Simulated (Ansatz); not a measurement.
# TiAl2: the cost of one run

Computed with Ansatz 0.2.0 (DFT LDA, scalar-relativistic, plane waves, PAW, unless a step's input says otherwise).

18 further runs of the same task are left out: 1 for a known fault of the program, 17 set aside as unsound or not needed.

### Step 1. Starting point

It takes space group Cmmm (No. 65, orthorhombic). The conventional cell has a = 3.959 Å, b = 12.094 Å, c = 4.032 Å, α = 90.00°, β = 90.00°, γ = 90.00°. Around Ti (site symmetry m2m) lie 10 Al at 2.68 to 2.92 Å. Al (site symmetry mmm) has 4 Ti at 2.68 Å and 8 Al at 2.83 to 2.93 Å as nearest neighbours. Al (site symmetry m2m) is surrounded by 6 Al at 2.67 to 2.93 Å and 6 Ti at 2.84 to 2.92 Å. Al (site symmetry mmm) is surrounded by 4 Ti at 2.70 Å and 8 Al at 2.83 to 2.91 Å.

As a file:

```cif
data_structure
_symmetry_space_group_name_H-M 'Cmmm'
_symmetry_Int_Tables_number 65
_cell_length_a 3.9591
_cell_length_b 12.0944
_cell_length_c 4.0315
_cell_angle_alpha 90.000
_cell_angle_beta 90.000
_cell_angle_gamma 90.000
_cell_volume 193.04
loop_
_atom_site_label
_atom_site_type_symbol
_atom_site_symmetry_multiplicity
_atom_site_Wyckoff_symbol
_atom_site_fract_x
_atom_site_fract_y
_atom_site_fract_z
_atom_site_occupancy
Ti1 Ti 4 i 0.50000 0.85100 0.00000 1
Al1 Al 2 a 0.00000 0.00000 0.00000 1
Al2 Al 4 j 0.50000 0.67600 0.50000 1
Al3 Al 2 c 0.50000 0.00000 0.50000 1
```

Source of the structure: the Crystallography Open Database.

### Step 6. Setting up the map

The energy is mapped over volume and the cell's shape.

- volume per atom: 7 values from 13.30 to 16.93 Å³
- stretch along c over the lengths across it, relative to the relaxed cell: 7 values from 0.923 to 1.083

Nothing else is relaxed (fractional coordinates fixed). Energies count from the relaxed crystal. Points are written as (first, second).

(The set-up runs are not shown.)

### Step 7. Point (15.72 Å³, 0.974)

Input file input.yaml:

```yaml
crystal:
  lattice:
    - [1.9747148154, -6.106030354, 0.0]
    - [1.9747148154, 6.106030354, 0.0]
    - [0.0, 0.0, 3.9124478829]
  atoms:
    - { symbol: Ti, position: [0.6560576955, 0.3439423045, 0.0] }
    - { symbol: Ti, position: [0.3439423045, 0.6560576955, 0.0] }
    - { symbol: Al, position: [0.0, 0.0, 0.0] }
    - { symbol: Al, position: [0.8269820961, 0.1730179039, 0.5] }
    - { symbol: Al, position: [0.1730179039, 0.8269820961, 0.5] }
    - { symbol: Al, position: [0.5, 0.5, 0.5] }
basis:
  ecutwfc: 520.0
kpoints:
  mp_grid: { grid: [12, 12, 12] }
hamiltonian:
  xc: lda
  pseudopotentials: { kind: paw, azcp: { folder: soft_1 } }
scf:
  occupations: { method: gaussian, width: 0.15 }
output:
  forces: true
  stress: true
  eigenvalues: true
```

Started as:

```
ansatz run input.yaml --threads 4 --pin off --max-ram 8192MiB --backend cpu --events-out ev --progress --plain --runs-dir out
```

Q: Estimate wall time and peak memory on 4 threads of Arm Neoverse V1, shared host.

About 14 s, with a peak of 0.92 GiB.
